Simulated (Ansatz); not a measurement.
**CH₃NOSi (SMILES O=C=N[SiH3]): a relaxed scan of the bond length Si4–H6**

An exercise on one series of results from a longer session: the logs are not shown, and one member is left open.

Method: single points in def2-TZVPP; program: Ansatz 0.2.0, Gaussian basis.

Levels: PBE-D4, r2SCAN-D4, PBE0-D4, B3LYP-D4, wB97M-V, Hartree-Fock, MP2, CCSD, CCSD(T). The scan takes 1.274, 1.318, 1.382, 1.456, 1.539, 1.628, 1.723, 1.822, 1.926 Å.

Cores are frozen in the correlated methods. B3LYP uses VWN-RPA correlation.

19 further runs of the same task are left out: 1 that didn't finish, 18 set aside as unsound or not needed.

### Where the work starts

The minimum, relaxed at PBE0-D4: SMILES `O=C=N[SiH3]`, 7 atoms, charge 0, spin multiplicity 1.

Atoms are counted from 1 here; the program's logs count them from 0.

Bond lengths: O1–C2 1.165 Å, C2–N3 1.190 Å, N3–Si4 1.705 Å, Si4–H5 1.482 Å, Si4–H6 1.482 Å, Si4–H7 1.482 Å. Angles: O1–C2–N3 180.0°, C2–N3–Si4 179.9°, N3–Si4–H5 108.9°, N3–Si4–H6 108.9°, N3–Si4–H7 108.9°, H5–Si4–H6 110.0°, H5–Si4–H7 110.0°, H6–Si4–H7 110.0°.

Coordinates:

```
atom     x (Å)     y (Å)     z (Å)
  O1   1.15891  -2.41614   1.42920
  C2   0.71658  -1.49079   0.87639
  N3   0.26467  -0.54548   0.31138
 Si4  -0.38305   0.81008  -0.49542
  H5   0.72842   1.59841  -1.07717
  H6  -1.13469   1.63474   0.47939
  H7  -1.28953   0.34109  -1.56948
```

Energies of the minimum (eV), from earlier single points: PBE-D4 -12494.30172, r2SCAN-D4 -12500.37097, PBE0-D4 -12494.98274, B3LYP-D4 -12504.34296, wB97M-V -12501.37616, CCSD(T) -12482.55227.

At the minimum the bond length Si4–H6 is 1.482 Å.

Set-up of the first run:

Contents of relax/in.yaml:

```yaml
crystal:
  periodic: [false, false, false]
  atoms:
    - {symbol: O, position_ang: [1.158912, -2.416144, 1.429204]}
    - {symbol: C, position_ang: [0.716576, -1.490786, 0.876393]}
    - {symbol: N, position_ang: [0.264667, -0.545476, 0.311380]}
    - {symbol: Si, position_ang: [-0.383052, 0.810077, -0.495422]}
    - {symbol: H, position_ang: [0.728421, 1.598408, -1.077166]}
    - {symbol: H, position_ang: [-1.029353, 1.519162, 0.342772]}
    - {symbol: H, position_ang: [-1.289530, 0.341086, -1.569478]}
basis:
  gaussian: {orbitals: def2-TZVP}
hamiltonian: {xc: pbe0, dispersion: d4}
relax: {f_tol: 0.005, max_steps: 200, constraints: [{distance: [3, 5]}]}
```

The command line of these runs was not kept.

Among the steps run: Si4–H6 = 1.274 Å; Si4–H6 = 1.318 Å; Si4–H6 = 1.382 Å; Si4–H6 = 1.456 Å; Si4–H6 = 1.539 Å; Si4–H6 = 1.628 Å; Si4–H6 = 1.723 Å; Si4–H6 = 1.822 Å; Si4–H6 = 1.926 Å.

One table of the session follows, with a row left open; its other results are not shown here.

It belongs to the step «The curves». Energies less that of the minimum at the same level (eV):

| bond length (Å) | PBE-D4 | PBE0-D4 | B3LYP-D4 | wB97M-V | Hartree-Fock |
| --- | --- | --- | --- | --- | --- |
| 1.274 | 0.555 | 0.530 | 0.505 | 0.488 | 0.503 |
| 1.318 | 0.327 | 0.306 | 0.287 | 0.273 | 0.281 |
| 1.382 | ? | ? | ? | ? | ? |
| 1.456 | 0.010 | 0.006 | 0.004 | 0.001 | 0.000 |
| 1.482 (minimum) | 0.000 | 0.000 | 0.000 | 0.000 | 0.000 |
| 1.539 | 0.016 | 0.027 | 0.032 | 0.036 | 0.042 |
| 1.628 | 0.127 | 0.155 | 0.164 | 0.178 | 0.196 |
| 1.723 | 0.322 | 0.370 | 0.379 | 0.410 | 0.445 |
| 1.822 | 0.570 | 0.643 | 0.644 | 0.703 | 0.762 |
| 1.926 | 0.868 | 0.967 | 0.960 | 1.043 | 1.130 |

Estimate the missing values for bond length (Å) = 1.382.

Worked estimate for «PBE-D4». A straight line through the neighbours (1.318, 0.327) and (1.456, 0.010) gives 0.327 + (0.010 − 0.327) × (1.382 − 1.318) / (1.456 − 1.318) = 0.180; a parabola fitted to 4 rows on both sides gives 0.126.

As computed: PBE-D4: 0.115; PBE0-D4: 0.102; B3LYP-D4: 0.092; wB97M-V: 0.082; Hartree-Fock: 0.085. In «PBE-D4» the line misses by +0.065 and the parabola by +0.011.

Caveats from the session: A polynomial through the near points puts the CCSD(T) minimum 0.008 Å below the PBE0-D4 value.
